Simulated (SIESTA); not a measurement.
Crystal: HfIn4SiO6.

```
Hf In Si O
1.0
     5.27743    0.00000    0.00000
    -2.63872    4.57039    0.00000
     0.00000    0.00000   10.55905
Hf In Si O
1 4 1 6
Direct
  0.66667 0.33333 0.00000
  0.00000 0.00000 0.30446
  0.00000 0.00000 0.69554
  0.33333 0.66667 0.78919
  0.33333 0.66667 0.21081
  0.00000 0.00000 0.00000
  0.97300 0.70496 0.89972
  0.29504 0.02700 0.10028
  0.29504 0.26804 0.89972
  0.73196 0.70496 0.10028
  0.73196 0.02700 0.89972
  0.97300 0.26804 0.10028
```

The cell was built by a generator and needn't be a form met in nature.

Base run:

| Item | Value |
| --- | --- |
| Program | SIESTA 5.4.2 |
| Functional | PBE |
| Potentials or basis | PseudoDojo 0.4 standard (PBE files) |
| Basis | DZP (energy shift 0.003 Ry; two zetas on semicore shells) |
| Grid cutoff | 800 Ry |
| Energy shift | 0.003 Ry |
| k mesh | 6 × 6 × 3 |
| Occupations | fermi-dirac, width 0.05 eV |
| Spin | no spin polarisation |
| Hubbard terms | Hf d U = 2 eV |

Its results: band gap on the k mesh none (metal or under the smearing width); pressure 1.7 GPa; largest force 0.313 eV/Å.

Problem. The run is repeated on the same cell with these changes: hubbard terms from Hf d U = 2 eV to Hf d U = 6 eV. What comes out?

Solution. Band gap on the k mesh none (metal or under the smearing width); pressure 3.0 GPa; largest force 0.722 eV/Å.

Caveats: short orbitals over semicore shells can move pressures by several GPa; the basis of atomic orbitals isn't converged, which shifts pressures, moduli and gaps; U without spin polarisation on a metal has little footing.
